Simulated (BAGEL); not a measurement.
**SiNH4SF (SMILES N[SiH](F)S) at HF/STO-3G (density fitting with qzvpp-jkfit)**

What is the vertical singlet–triplet gap of SiNH4SF at HF/STO-3G (density fitting with qzvpp-jkfit)? 

Program for the calculation: BAGEL 1.2.2.

2 further runs of the same task are left out: 2 set aside as unsound or not needed.

**1. The molecule**

SiNH4SF has 8 atoms, charge 0, and is taken as a singlet. As SMILES, `N[SiH](F)S`. The coordinates come from a PBE0-D4/def2-TZVP relaxation. This is one conformer, not always the lowest.

Bond lengths: N1–Si2 1.688 Å, Si2–F3 1.602 Å, Si2–S4 2.122 Å, N1–H5 1.006 Å, N1–H6 1.006 Å, Si2–H7 1.477 Å, S4–H8 1.344 Å. Angles: N1–Si2–F3 115.9°, N1–Si2–S4 106.2°, F3–Si2–S4 106.4°, N1–Si2–H7 108.1°, F3–Si2–H7 105.1°, S4–Si2–H7 115.5°, Si2–N1–H5 122.0°, Si2–N1–H6 122.7°, Si2–S4–H8 93.8°, H5–N1–H6 112.8°.

**2. A single-point energy at HF/STO-3G (density fitting with qzvpp-jkfit)**

input.json

```json
{ "bagel" : [

{
  "title" : "molecule",
  "basis" : "sto-3g",
  "df_basis" : "qzvpp-jkfit",
  "angstrom" : "true",
  "geometry" : [
    { "atom" : "N", "xyz" : [      -0.902100,       0.955900,       0.412200 ] },
    { "atom" : "Si", "xyz" : [       0.375500,      -0.130000,       0.216300 ] },
    { "atom" : "F", "xyz" : [       1.704300,       0.467300,      -0.449000 ] },
    { "atom" : "S", "xyz" : [      -0.326800,      -1.638000,      -1.101100 ] },
    { "atom" : "H", "xyz" : [      -0.992800,       1.530800,       1.232700 ] },
    { "atom" : "H", "xyz" : [      -1.456600,       1.286800,      -0.359400 ] },
    { "atom" : "H", "xyz" : [       0.790500,      -0.596200,       1.554500 ] },
    { "atom" : "H", "xyz" : [       0.900300,      -1.933500,      -1.562000 ] }
  ]
},

{
  "title" : "hf"
},

{
  "title" : "print",
  "file" : "orbitals.molden",
  "orbitals" : "true"
}

]}
```

On the command line:

```
BAGEL_NUM_THREADS=1 BAGEL input.json > input.out
```

Standard output:

```text
* using 1 threads per process

  ===============================================================
  ===============================================================

  *** Geometry ***

  { "atom" : "N", "xyz" : [     -1.704722,      1.806389,      0.778945 ] },
  { "atom" : "Si", "xyz" : [      0.709592,     -0.245664,      0.408748 ] },
  { "atom" : "F", "xyz" : [      3.220660,      0.883069,     -0.848487 ] },
  { "atom" : "S", "xyz" : [     -0.617562,     -3.095371,     -2.080777 ] },
  { "atom" : "H", "xyz" : [     -1.876120,      2.892793,      2.329465 ] },
  { "atom" : "H", "xyz" : [     -2.752575,      2.431700,     -0.679168 ] },
  { "atom" : "H", "xyz" : [      1.493829,     -1.126655,      2.937579 ] },
  { "atom" : "H", "xyz" : [      1.701320,     -3.653785,     -2.951752 ] },

  Number of auxiliary basis functions:      482

  Since a DF basis is specified, we compute 2- and 3-index integrals:
    o Being stored without compression. Storage requirement is 0.004 GB

  Number of basis functions:       32
  Number of electrons      :       50

    * METHOD: MOLECULE                             1.00

  *** RHF ***

  === Nuclear Repulsion ===
   230.2358579695

      * DIIS with orbital gradients will be used.

  === RHF iteration (sto-3g) ===
      0       -832.85089164          0.01373709           0.12
      1       -832.93285806          0.00236705           0.11
      2       -832.93554749          0.00062703           0.12
      3       -832.93585719          0.00012896           0.18
      4       -832.93587017          0.00003107           0.09
      5       -832.93587096          0.00000518           0.10
      6       -832.93587098          0.00000111           0.09
      7       -832.93587098          0.00000033           0.09
      8       -832.93587098          0.00000007           0.16
      9       -832.93587098          0.00000002           0.10
     10       -832.93587098          0.00000000           0.08
    * SCF iteration converged.

    * Permanent dipole moment:
           (   -0.026784,    -0.336596,    -0.277935) a.u.

    * METHOD: HF                                   1.82

    * METHOD: PRINT                                0.00

  ===============================================================
```

Wall time 4.2 s (1 thread of Intel Xeon at 2.50GHz (Skylake/Cascade Lake), shared host).

**3. The triplet at the same level**

job.json

```json
{ "bagel": [

{
  "title": "molecule",
  "basis": "sto-3g",
  "df_basis": "qzvpp-jkfit",
  "angstrom": true,
  "geometry": [
    { "atom": "N", "xyz": [      -0.902100,       0.955900,       0.412200 ] },
    { "atom": "Si", "xyz": [       0.375500,      -0.130000,       0.216300 ] },
    { "atom": "F", "xyz": [       1.704300,       0.467300,      -0.449000 ] },
    { "atom": "S", "xyz": [      -0.326800,      -1.638000,      -1.101100 ] },
    { "atom": "H", "xyz": [      -0.992800,       1.530800,       1.232700 ] },
    { "atom": "H", "xyz": [      -1.456600,       1.286800,      -0.359400 ] },
    { "atom": "H", "xyz": [       0.790500,      -0.596200,       1.554500 ] },
    { "atom": "H", "xyz": [       0.900300,      -1.933500,      -1.562000 ] }
  ]
},

{
  "title": "uhf",
  "nopen": 2
},

{
  "title": "print",
  "file": "orbitals.molden",
  "orbitals": true
}

]}
```

On the command line:

```
BAGEL_NUM_THREADS=1 BAGEL job.json > job.out
```

Standard output:

```text
* using 1 threads per process

  ===============================================================
  ===============================================================

  *** Geometry ***

  { "atom" : "N", "xyz" : [     -1.704722,      1.806389,      0.778945 ] },
  { "atom" : "Si", "xyz" : [      0.709592,     -0.245664,      0.408748 ] },
  { "atom" : "F", "xyz" : [      3.220660,      0.883069,     -0.848487 ] },
  { "atom" : "S", "xyz" : [     -0.617562,     -3.095371,     -2.080777 ] },
  { "atom" : "H", "xyz" : [     -1.876120,      2.892793,      2.329465 ] },
  { "atom" : "H", "xyz" : [     -2.752575,      2.431700,     -0.679168 ] },
  { "atom" : "H", "xyz" : [      1.493829,     -1.126655,      2.937579 ] },
  { "atom" : "H", "xyz" : [      1.701320,     -3.653785,     -2.951752 ] },

  Number of auxiliary basis functions:      482

  Since a DF basis is specified, we compute 2- and 3-index integrals:
    o Being stored without compression. Storage requirement is 0.004 GB

  Number of basis functions:       32
  Number of electrons      :       50

    * METHOD: MOLECULE                             1.14

  *** Open-shell HF ***

  === Nuclear Repulsion ===
   230.2358579695

      * DIIS with orbital gradients will be used.

  === UHF iteration (sto-3g) ===
      0       -832.52261044          0.02363094           0.33
      1       -832.62749601          0.00601672           0.20
      2       -832.64259045          0.00215464           0.30
      3       -832.64710476          0.00110640           0.33
      4       -832.64912563          0.00038258           0.58
      5       -832.64954121          0.00023419           0.25
      6       -832.64978345          0.00013739           0.25
      7       -832.64988381          0.00007050           0.16
      8       -832.64991119          0.00003735           0.37
      9       -832.64991882          0.00001671           0.34
     10       -832.64992018          0.00000804           0.30
     11       -832.64992038          0.00000431           0.34
     12       -832.64992044          0.00000255           0.25
     13       -832.64992045          0.00000168           0.10
     14       -832.64992046          0.00000112           0.21
     15       -832.64992046          0.00000048           0.25
     16       -832.64992046          0.00000020           0.30
     17       -832.64992046          0.00000013           0.24
     18       -832.64992046          0.00000008           0.29
     19       -832.64992046          0.00000003           0.32
     20       -832.64992046          0.00000001           0.23
     21       -832.64992046          0.00000001           0.42
    * SCF iteration converged.

    * S^2 (UHF) is 2.0085

    * Permanent dipole moment:
           (    0.398287,     0.735475,     0.713607) a.u.

    * METHOD: UHF                                  7.02

    * METHOD: PRINT                                0.01

  ===============================================================
```

It took 9.4 s on 1 thread of Intel Xeon at 2.50GHz (Skylake/Cascade Lake), shared host.

**4. Results**

At HF/STO-3G (density fitting with qzvpp-jkfit):

```
                                        quantity          value
                           singlet: total energy  -832.93587 Eh
                          singlet: dipole moment         1.11 D
                            singlet: HOMO energy       -7.29 eV
                            singlet: LUMO energy       11.05 eV
                          singlet: HOMO–LUMO gap       18.34 eV
                           triplet: total energy  -832.64992 Eh
                          triplet: dipole moment         2.79 D
                                   triplet: ⟨S²⟩          2.009
vertical energy of the triplet above the singlet       7.781 eV
```

What this shows: At this shape the triplet lies 7.78 eV (751 kJ/mol) above the singlet. In a minimal basis such a difference can be off by several eV, whatever the method.
